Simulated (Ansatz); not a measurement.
# Si23H4O48 defect cell: single point

The task, for Si23H4O48 defect cell: 8 runs in a chain (single point).

Method: DFT PBE, scalar-relativistic, plane waves, PAW, in Ansatz 0.2.0.

### Step 1. The structure to begin with

Symmetry: P1, No. 1, triclinic system. Conventional cell: a = 9.832 Å, b = 9.832 Å, c = 10.818 Å, α = 90.00°, β = 90.00°, γ = 120.00°. Si (site symmetry 1) has 4 O at 1.62 to 1.63 Å as nearest neighbours. Around O (site symmetry 1) lie 2 Si at 1.63 Å. O (site symmetry 1) has 2 Si at 1.62 to 1.63 Å as nearest neighbours. Only part of the 75 independent sites is listed.

As a file:

```cif
data_structure
_symmetry_space_group_name_H-M 'P1'
_symmetry_Int_Tables_number 1
_cell_length_a 9.8316
_cell_length_b 9.8316
_cell_length_c 10.8182
_cell_angle_alpha 90.000
_cell_angle_beta 90.000
_cell_angle_gamma 120.000
_cell_volume 905.60
loop_
_atom_site_label
_atom_site_type_symbol
_atom_site_symmetry_multiplicity
_atom_site_Wyckoff_symbol
_atom_site_fract_x
_atom_site_fract_y
_atom_site_fract_z
_atom_site_occupancy
Si1 Si 1 a 0.26587 0.26684 0.16347 1
Si2 Si 1 a 0.73248 0.00285 0.33570 1
Si3 Si 1 a 0.99520 0.23060 0.00010 1
O1 O 1 a 0.86214 0.06876 0.44624 1
O2 O 1 a 0.93030 0.29612 0.10991 1
O3 O 1 a 0.70546 0.14021 0.27866 1
O4 O 1 a 0.13256 0.20246 0.05539 1
O5 O 1 a 0.06794 0.36238 0.39136 1
O6 O 1 a 0.29228 0.43070 0.22135 1
Si4 Si 1 a 0.26760 0.26535 0.66365 1
Si5 Si 1 a 0.72686 0.99321 0.83503 1
Si6 Si 1 a 0.00380 0.23231 0.50175 1
O7 O 1 a 0.85556 0.06543 0.94571 1
O8 O 1 a 0.95211 0.30388 0.61665 1
O9 O 1 a 0.70665 0.13567 0.77808 1
O10 O 1 a 0.14228 0.19971 0.54993 1
O11 O 1 a 0.06263 0.35845 0.88797 1
O12 O 1 a 0.29203 0.42848 0.72173 1
Si7 Si 1 a 0.76554 0.26828 0.16721 1
Si8 Si 1 a 0.23217 0.99978 0.33315 1
Si9 Si 1 a 0.50083 0.23386 0.99665 1
O13 O 1 a 0.36158 0.06790 0.44383 1
O14 O 1 a 0.43071 0.29912 0.10315 1
O15 O 1 a 0.20679 0.13683 0.27352 1
O16 O 1 a 0.63423 0.20408 0.05801 1
O17 O 1 a 0.56458 0.36398 0.38658 1
O18 O 1 a 0.79361 0.43429 0.22152 1
Si10 Si 1 a 0.23223 0.99892 0.83271 1
Si11 Si 1 a 0.49882 0.23443 0.49762 1
O19 O 1 a 0.36277 0.06775 0.94236 1
O20 O 1 a 0.43503 0.29936 0.60902 1
O21 O 1 a 0.20500 0.13504 0.77389 1
O22 O 1 a 0.63590 0.20585 0.55544 1
O23 O 1 a 0.57233 0.35939 0.88338 1
O24 O 1 a 0.80902 0.45745 0.71430 1
Si12 Si 1 a 0.76495 0.76924 0.16724 1
Si13 Si 1 a 0.23136 0.49845 0.33264 1
Si14 Si 1 a 0.49462 0.72664 0.00030 1
O25 O 1 a 0.36367 0.56833 0.44119 1
O26 O 1 a 0.42784 0.79072 0.10970 1
O27 O 1 a 0.20129 0.63447 0.27686 1
O28 O 1 a 0.63410 0.70322 0.05732 1
O29 O 1 a 0.56663 0.86583 0.39139 1
O30 O 1 a 0.79217 0.93374 0.22412 1
Si15 Si 1 a 0.76449 0.76572 0.66690 1
Si16 Si 1 a 0.22881 0.49457 0.83203 1
Si17 Si 1 a 0.49896 0.73277 0.49924 1
O31 O 1 a 0.35713 0.56175 0.94369 1
O32 O 1 a 0.42913 0.79140 0.61097 1
O33 O 1 a 0.19804 0.63035 0.77517 1
O34 O 1 a 0.63628 0.70537 0.55548 1
O35 O 1 a 0.56129 0.85400 0.88822 1
O36 O 1 a 0.79414 0.93076 0.72449 1
Si18 Si 1 a 0.26434 0.76517 0.16730 1
Si19 Si 1 a 0.73082 0.50119 0.33205 1
Si20 Si 1 a 0.99818 0.73508 0.00121 1
O37 O 1 a 0.86060 0.56846 0.44230 1
O38 O 1 a 0.93051 0.79902 0.11014 1
O39 O 1 a 0.70381 0.63944 0.27729 1
O40 O 1 a 0.13404 0.70548 0.05743 1
O41 O 1 a 0.06667 0.86379 0.38999 1
O42 O 1 a 0.29497 0.93059 0.22438 1
Si21 Si 1 a 0.26364 0.76319 0.66634 1
Si22 Si 1 a 0.73544 0.50465 0.83163 1
Si23 Si 1 a 0.99726 0.73275 0.49969 1
O43 O 1 a 0.86075 0.56975 0.94538 1
O44 O 1 a 0.92991 0.79447 0.61073 1
O45 O 1 a 0.69748 0.63681 0.77827 1
O46 O 1 a 0.13420 0.70413 0.55610 1
O47 O 1 a 0.06677 0.86338 0.88968 1
O48 O 1 a 0.29501 0.92852 0.72462 1
H1 H 1 a 0.88561 0.45332 0.72315 1
H2 H 1 a 0.87363 0.22974 0.67555 1
H3 H 1 a 0.71783 0.30280 0.59564 1
H4 H 1 a 0.63667 0.11633 0.70696 1
```

The structure rests on an entry of the Crystallography Open Database; cell or positions may have been set otherwise for this series.

### Step 2. Single point: Si23H4O48 defect cell, no spin

Contents of input.yaml:

```yaml
crystal:
  lattice:
    - [9.8316, 0.0, 0.0]
    - [-4.9158, 8.514415, 0.0]
    - [0.0, 0.0, 10.8182]
  atoms:
    - { symbol: Si, position: [0.266843, 0.00097674, 0.16347] }
    - { symbol: Si, position: [0.0028516, 0.270368, 0.335705] }
    - { symbol: Si, position: [0.230605, 0.235408, 0.00010073] }
    - { symbol: O, position: [0.068765, 0.206621, 0.44624] }
    - { symbol: O, position: [0.296124, 0.365827, 0.109908] }
    - { symbol: O, position: [0.140206, 0.434745, 0.278663] }
    - { symbol: O, position: [0.20246, 0.069896, 0.055395] }
    - { symbol: O, position: [0.362378, 0.294436, 0.391361] }
    - { symbol: O, position: [0.430699, 0.138418, 0.221353] }
    - { symbol: Si, position: [0.265348, 0.9977494, 0.66365] }
    - { symbol: Si, position: [0.9932126, 0.266356, 0.83503] }
    - { symbol: Si, position: [0.232311, 0.228511, 0.501752] }
    - { symbol: O, position: [0.065432, 0.209873, 0.945715] }
    - { symbol: O, position: [0.303882, 0.351771, 0.616648] }
    - { symbol: O, position: [0.13567, 0.429017, 0.77808] }
    - { symbol: O, position: [0.199712, 0.057432, 0.54993] }
    - { symbol: O, position: [0.358455, 0.295822, 0.887965] }
    - { symbol: O, position: [0.428484, 0.136452, 0.721728] }
    - { symbol: Si, position: [0.268282, 0.502739, 0.167211] }
    - { symbol: Si, position: [0.99978038, 0.767614, 0.333148] }
    - { symbol: Si, position: [0.233864, 0.733029, 0.9966533] }
    - { symbol: O, position: [0.067901, 0.706322, 0.443832] }
    - { symbol: O, position: [0.299116, 0.868409, 0.10315] }
    - { symbol: O, position: [0.136833, 0.930038, 0.273522] }
    - { symbol: O, position: [0.204078, 0.569852, 0.058014] }
    - { symbol: O, position: [0.363978, 0.799398, 0.38658] }
    - { symbol: O, position: [0.434295, 0.640684, 0.221519] }
    - { symbol: Si, position: [0.9989205, 0.766693, 0.832714] }
    - { symbol: Si, position: [0.234429, 0.735614, 0.497622] }
    - { symbol: O, position: [0.067746, 0.704981, 0.942361] }
    - { symbol: O, position: [0.299362, 0.864331, 0.609024] }
    - { symbol: O, position: [0.135035, 0.930038, 0.773895] }
    - { symbol: O, position: [0.205853, 0.56995, 0.555435] }
    - { symbol: O, position: [0.359388, 0.787059, 0.883378] }
    - { symbol: O, position: [0.457452, 0.648434, 0.714304] }
    - { symbol: Si, position: [0.769241, 0.0042952, 0.167239] }
    - { symbol: Si, position: [0.498452, 0.267089, 0.332638] }
    - { symbol: Si, position: [0.726642, 0.232024, 0.0002954] }
    - { symbol: O, position: [0.568334, 0.204666, 0.441189] }
    - { symbol: O, position: [0.790721, 0.362883, 0.109704] }
    - { symbol: O, position: [0.634473, 0.433181, 0.276856] }
    - { symbol: O, position: [0.70322, 0.069122, 0.057317] }
    - { symbol: O, position: [0.865829, 0.299199, 0.391395] }
    - { symbol: O, position: [0.933744, 0.141576, 0.22412] }
    - { symbol: Si, position: [0.765718, 0.0012322, 0.6669] }
    - { symbol: Si, position: [0.494575, 0.265766, 0.832027] }
    - { symbol: Si, position: [0.732773, 0.233808, 0.499237] }
    - { symbol: O, position: [0.561748, 0.204616, 0.943686] }
    - { symbol: O, position: [0.791402, 0.362269, 0.610967] }
    - { symbol: O, position: [0.630351, 0.432309, 0.775171] }
    - { symbol: O, position: [0.705366, 0.069091, 0.555479] }
    - { symbol: O, position: [0.853998, 0.29271, 0.888217] }
    - { symbol: O, position: [0.930764, 0.136627, 0.724491] }
    - { symbol: Si, position: [0.765174, 0.500834, 0.167298] }
    - { symbol: Si, position: [0.501188, 0.770367, 0.332053] }
    - { symbol: Si, position: [0.735083, 0.736902, 0.0012113] }
    - { symbol: O, position: [0.568465, 0.707867, 0.442299] }
    - { symbol: O, position: [0.79902, 0.868506, 0.110139] }
    - { symbol: O, position: [0.639442, 0.93563, 0.277285] }
    - { symbol: O, position: [0.70548, 0.571443, 0.057434] }
    - { symbol: O, position: [0.863787, 0.797116, 0.389989] }
    - { symbol: O, position: [0.930587, 0.635619, 0.22438] }
    - { symbol: Si, position: [0.763194, 0.499559, 0.666338] }
    - { symbol: Si, position: [0.504648, 0.76921, 0.831628] }
    - { symbol: Si, position: [0.732749, 0.735492, 0.499688] }
    - { symbol: O, position: [0.569754, 0.709008, 0.945383] }
    - { symbol: O, position: [0.794469, 0.864558, 0.610728] }
    - { symbol: O, position: [0.636808, 0.939326, 0.778268] }
    - { symbol: O, position: [0.704132, 0.569933, 0.556105] }
    - { symbol: O, position: [0.863381, 0.79661, 0.889681] }
    - { symbol: O, position: [0.928516, 0.633508, 0.724622] }
    - { symbol: H, position: [0.45332006, 0.56771318, 0.72315324] }
    - { symbol: H, position: [0.229745, 0.356111, 0.675554] }
    - { symbol: H, position: [0.302798, 0.584967, 0.595636] }
    - { symbol: H, position: [0.116332, 0.479666, 0.706956] }
scf:
  occupations: { method: gaussian, width: 0.02 }
output:
  stress: false
  eigenvalues: true
kpoints:
  mp_grid: { grid: [1, 1, 1] }
hamiltonian:
  xc: pbe
```

Run with:

```sh
$ ansatz run input.yaml --threads 4 --pin off --max-ram 16384MiB --backend cpu --events-out ev --progress --plain --runs-dir out
```

Log, cut to the lines that bear on the results:

```text
Warning: RAYON_NUM_THREADS=4 ignored (pool sized by the plan → 4); use --threads N
[...]
Pseudopotentials: kind: paw
Pseudopotential: Si, paw, valence charge 4, recommended cutoff 420 eV (normal), Si.paw.azcp
Pseudopotential: O, paw, valence charge 6, recommended cutoff 420 eV (normal), O.paw.azcp
Pseudopotential: H, paw, valence charge 1, recommended cutoff 420 eV (normal), H.paw.azcp
Functional definition: PBE
[...]
Crystal: 75 atoms, lattice volume = 905.595 Å³
Basis set: ecut = 420 eV, 17821 PW (Γ)
Bands: 267, of which v1, the nominal top of the filled ones, is band 192 counted from 1 (191 counted from 0)
Symmetry: 1 space group operations
Space group: P1 (ITA 1), of the structure as read, at distance tolerance 9.7e-5 Å
k-points: 1
[...]
SCF iter   1: F=—  HF=-42000.425133 eV  |F-HF|=—  |Δ(HF+E_count)|=         —  Δρ=1.53e-3  dr2=1.21e-2  ethr=1.77e-3  ⟨swp⟩=7.0  Hψ=1206  notcnv=0  defer=31
[...]
SCF iter   8: F=-42000.442225 eV  HF=-42000.442225 eV  |F-HF|=1.34e-8  |Δ(HF+E_count)|=   1.38e-7  Δρ=2.16e-6  dr2=2.93e-8  ethr=2.60e-11  ⟨swp⟩=10.0  Hψ=790  notcnv=0
[...]
SCF converged after 8 iterations
Free energy (F): -42000.442225 eV
[...]
E sigma→0 (E₀):  -42000.442225 eV
Fermi energy:    5.402955 eV
[...]
--- Band table (eV) ---
[...]
```

Wall time 3.5 s (4 threads of Intel Xeon Platinum 8488C (Sapphire Rapids), shared host); peak memory 1 GiB.

### Step 3. Single point

input.yaml: that of step 2 with these lines changed.

```diff
@@ -77,3 +77,3 @@
     - { symbol: O, position: [0.928516, 0.633508, 0.724622] }
-    - { symbol: H, position: [0.45332006, 0.56771318, 0.72315324] }
+    - { symbol: H, position: [0.45300222, 0.56150389, 0.72383395] }
     - { symbol: H, position: [0.229745, 0.356111, 0.675554] }
```

Run with:

```sh
$ ansatz run input.yaml --threads 4 --pin off --max-ram 16384MiB --backend cpu --events-out ev --progress --plain --runs-dir out
```

Log, cut to the lines that bear on the results:

```text
[...]
SCF converged after 8 iterations
Free energy (F): -42001.284471 eV
[...]
E sigma→0 (E₀):  -42001.284471 eV
Fermi energy:    5.399256 eV
[...]
--- Band table (eV) ---
[...]
```

Run time: 3.5 s. Hardware: 4 threads of Intel Xeon Platinum 8488C (Sapphire Rapids), shared host; peak memory 1 GiB.

### Step 4. Single point

input.yaml: that of step 3 with these lines changed.

```diff
@@ -77,3 +77,3 @@
     - { symbol: O, position: [0.928516, 0.633508, 0.724622] }
-    - { symbol: H, position: [0.45300222, 0.56150389, 0.72383395] }
+    - { symbol: H, position: [0.45268437, 0.55529459, 0.72451466] }
     - { symbol: H, position: [0.229745, 0.356111, 0.675554] }
```

Run with:

```sh
$ ansatz run input.yaml --threads 4 --pin off --max-ram 16384MiB --backend cpu --events-out ev --progress --plain --runs-dir out
```

Log, cut to the lines that bear on the results:

```text
Warning: RAYON_NUM_THREADS=4 ignored (pool sized by the plan → 4); use --threads N
[...]
[... 5 set-up lines as earlier in the session ...]
[...]
Crystal: 75 atoms, lattice volume = 905.595 Å³
Basis set: ecut = 420 eV, 17821 PW (Γ)
Bands: 267, of which v1, the nominal top of the filled ones, is band 192 counted from 1 (191 counted from 0)
[... 2 set-up lines as earlier in the session ...]
k-points: 1
[...]
SCF iter   1: F=—  HF=-42001.684089 eV  |F-HF|=—  |Δ(HF+E_count)|=         —  Δρ=1.44e-3  dr2=1.12e-2  ethr=1.77e-3  ⟨swp⟩=6.0  Hψ=1205  notcnv=0  defer=30
[...]
SCF iter   8: F=-42001.706546 eV  HF=-42001.706546 eV  |F-HF|=2.15e-9  |Δ(HF+E_count)|=   1.10e-7  Δρ=1.33e-6  dr2=1.17e-8  ethr=2.60e-11  ⟨swp⟩=10.0  Hψ=792  notcnv=0
[...]
SCF converged after 8 iterations
Free energy (F): -42001.706546 eV
[...]
E sigma→0 (E₀):  -42001.706546 eV
Fermi energy:    5.395034 eV
[...]
--- Band table (eV) ---
[...]
```

It took 5.5 s on 4 threads of Intel Xeon Platinum 8488C (Sapphire Rapids), shared host; peak memory 1 GiB.

### Step 5. Single point

input.yaml: that of step 4 with these lines changed.

```diff
@@ -77,3 +77,3 @@
     - { symbol: O, position: [0.928516, 0.633508, 0.724622] }
-    - { symbol: H, position: [0.45268437, 0.55529459, 0.72451466] }
+    - { symbol: H, position: [0.45236653, 0.5490853, 0.72519537] }
     - { symbol: H, position: [0.229745, 0.356111, 0.675554] }
```

Run with:

```sh
$ ansatz run input.yaml --threads 4 --pin off --max-ram 16384MiB --backend cpu --events-out ev --progress --plain --runs-dir out
```

Log, cut to the lines that bear on the results:

```text
[...]
SCF converged after 8 iterations
Free energy (F): -42001.849121 eV
[...]
E sigma→0 (E₀):  -42001.849121 eV
Fermi energy:    5.390279 eV
[...]
--- Band table (eV) ---
[...]
```

Wall time 3.5 s (4 threads of Intel Xeon Platinum 8488C (Sapphire Rapids), shared host); peak memory 1 GiB.

### Step 6. Single point

input.yaml: that of step 5 with these lines changed.

```diff
@@ -77,3 +77,3 @@
     - { symbol: O, position: [0.928516, 0.633508, 0.724622] }
-    - { symbol: H, position: [0.45236653, 0.5490853, 0.72519537] }
+    - { symbol: H, position: [0.45199572, 0.54184112, 0.72598953] }
     - { symbol: H, position: [0.229745, 0.356111, 0.675554] }
```

Run with:

```sh
$ ansatz run input.yaml --threads 4 --pin off --max-ram 16384MiB --backend cpu --events-out ev --progress --plain --runs-dir out
```

Log, cut to the lines that bear on the results:

```text
Warning: RAYON_NUM_THREADS=4 ignored (pool sized by the plan → 4); use --threads N
[...]
[... 5 set-up lines as earlier in the session ...]
[...]
Crystal: 75 atoms, lattice volume = 905.595 Å³
Basis set: ecut = 420 eV, 17821 PW (Γ)
Bands: 267, of which v1, the nominal top of the filled ones, is band 192 counted from 1 (191 counted from 0)
[... 2 set-up lines as earlier in the session ...]
k-points: 1
[...]
SCF iter   1: F=—  HF=-42001.760353 eV  |F-HF|=—  |Δ(HF+E_count)|=         —  Δρ=1.42e-3  dr2=1.12e-2  ethr=1.77e-3  ⟨swp⟩=6.0  Hψ=1205  notcnv=0  defer=30
[...]
SCF iter   8: F=-42001.785220 eV  HF=-42001.785220 eV  |F-HF|=3.64e-9  |Δ(HF+E_count)|=   9.73e-8  Δρ=1.22e-6  dr2=9.96e-9  ethr=2.60e-11  ⟨swp⟩=11.0  Hψ=751  notcnv=0
[...]
SCF converged after 8 iterations
Free energy (F): -42001.785220 eV
[...]
E sigma→0 (E₀):  -42001.785220 eV
Fermi energy:    5.384270 eV
[...]
--- Band table (eV) ---
[...]
```

It took 3.4 s on 4 threads of Intel Xeon Platinum 8488C (Sapphire Rapids), shared host; peak memory 1 GiB.

### Step 7. Single point

input.yaml: that of step 6 with these lines changed.

```diff
@@ -77,3 +77,3 @@
     - { symbol: O, position: [0.928516, 0.633508, 0.724622] }
-    - { symbol: H, position: [0.45199572, 0.54184112, 0.72598953] }
+    - { symbol: H, position: [0.45157193, 0.53356206, 0.72689714] }
     - { symbol: H, position: [0.229745, 0.356111, 0.675554] }
```

Run with:

```sh
$ ansatz run input.yaml --threads 4 --pin off --max-ram 16384MiB --backend cpu --events-out ev --progress --plain --runs-dir out
```

Log, cut to the lines that bear on the results:

```text
[...]
SCF converged after 8 iterations
Free energy (F): -42001.527308 eV
[...]
E sigma→0 (E₀):  -42001.527308 eV
Fermi energy:    5.378207 eV
[...]
--- Band table (eV) ---
[...]
```

It took 3.4 s on 4 threads of Intel Xeon Platinum 8488C (Sapphire Rapids), shared host; peak memory 1 GiB.

### Step 8. Single point

input.yaml: that of step 7 with these lines changed.

```diff
@@ -77,3 +77,3 @@
     - { symbol: O, position: [0.928516, 0.633508, 0.724622] }
-    - { symbol: H, position: [0.45157193, 0.53356206, 0.72689714] }
+    - { symbol: H, position: [0.45104219, 0.52321324, 0.72803166] }
     - { symbol: H, position: [0.229745, 0.356111, 0.675554] }
```

Run with:

```sh
$ ansatz run input.yaml --threads 4 --pin off --max-ram 16384MiB --backend cpu --events-out ev --progress --plain --runs-dir out
```

Log, cut to the lines that bear on the results:

```text
Warning: RAYON_NUM_THREADS=4 ignored (pool sized by the plan → 4); use --threads N
[...]
[... 5 set-up lines as earlier in the session ...]
[...]
Crystal: 75 atoms, lattice volume = 905.595 Å³
Basis set: ecut = 420 eV, 17821 PW (Γ)
Bands: 267, of which v1, the nominal top of the filled ones, is band 192 counted from 1 (191 counted from 0)
[... 2 set-up lines as earlier in the session ...]
k-points: 1
[...]
SCF iter   1: F=—  HF=-42001.039093 eV  |F-HF|=—  |Δ(HF+E_count)|=         —  Δρ=1.46e-3  dr2=1.23e-2  ethr=1.77e-3  ⟨swp⟩=6.0  Hψ=1206  notcnv=0  defer=27
[...]
SCF iter   8: F=-42001.064383 eV  HF=-42001.064383 eV  |F-HF|=1.25e-8  |Δ(HF+E_count)|=   1.81e-7  Δρ=2.24e-6  dr2=3.18e-8  ethr=2.60e-11  ⟨swp⟩=11.0  Hψ=746  notcnv=0
[...]
SCF converged after 8 iterations
Free energy (F): -42001.064383 eV
[...]
E sigma→0 (E₀):  -42001.064383 eV
Fermi energy:    5.378477 eV
[...]
--- Band table (eV) ---
[...]
```

Run time: 4.5 s. Hardware: 4 threads of Intel Xeon Platinum 8488C (Sapphire Rapids), shared host; peak memory 1 GiB.

### Step 9. Single point

input.yaml: that of step 8 with these lines changed.

```diff
@@ -77,3 +77,3 @@
     - { symbol: O, position: [0.928516, 0.633508, 0.724622] }
-    - { symbol: H, position: [0.45104219, 0.52321324, 0.72803166] }
+    - { symbol: H, position: [0.45040651, 0.51079465, 0.72939308] }
     - { symbol: H, position: [0.229745, 0.356111, 0.675554] }
```

Run with:

```sh
$ ansatz run input.yaml --threads 4 --pin off --max-ram 16384MiB --backend cpu --events-out ev --progress --plain --runs-dir out
```

Log, cut to the lines that bear on the results:

```text
Warning: RAYON_NUM_THREADS=4 ignored (pool sized by the plan → 4); use --threads N
[...]
[... 5 set-up lines as earlier in the session ...]
[...]
Crystal: 75 atoms, lattice volume = 905.595 Å³
Basis set: ecut = 420 eV, 17821 PW (Γ)
Bands: 267, of which v1, the nominal top of the filled ones, is band 192 counted from 1 (191 counted from 0)
[... 2 set-up lines as earlier in the session ...]
k-points: 1
[...]
SCF iter   1: F=—  HF=-42000.419251 eV  |F-HF|=—  |Δ(HF+E_count)|=         —  Δρ=1.55e-3  dr2=1.51e-2  ethr=1.77e-3  ⟨swp⟩=6.0  Hψ=1203  notcnv=0  defer=28
[...]
SCF iter   8: F=-42000.443763 eV  HF=-42000.443763 eV  |F-HF|=2.10e-8  |Δ(HF+E_count)|=   2.57e-7  Δρ=2.85e-6  dr2=5.21e-8  ethr=2.60e-11  ⟨swp⟩=12.0  Hψ=787  notcnv=0
[...]
SCF converged after 8 iterations
Free energy (F): -42000.443763 eV
[...]
E sigma→0 (E₀):  -42000.443763 eV
Fermi energy:    5.365211 eV
[...]
--- Band table (eV) ---
[...]
```

It took 3.4 s on 4 threads of Intel Xeon Platinum 8488C (Sapphire Rapids), shared host; peak memory 1 GiB.

### Step 10. Summary of results

| step | energy above the lowest (eV) | gap on the mesh (eV) | time |
| --- | --- | --- | --- |
| 2 | 1.407 | 5.71 | 3.5 s |
| 3 | 0.565 | 5.71 | 3.5 s |
| 4 | 0.143 | 5.71 | 5.5 s |
| 5 | 0.000 | 5.71 | 3.5 s |
| 6 | 0.064 | 5.70 | 3.4 s |
| 7 | 0.322 | 5.67 | 3.4 s |
| 8 | 0.785 | 5.57 | 4.5 s |
| 9 | 1.405 | 5.26 | 3.4 s |

**Reading.** The values hold for the settings typed; their convergence was not tested in this session.

These are semilocal Kohn-Sham gaps, which aren't the measured quantity. Such gaps usually fall short of the measured ones.
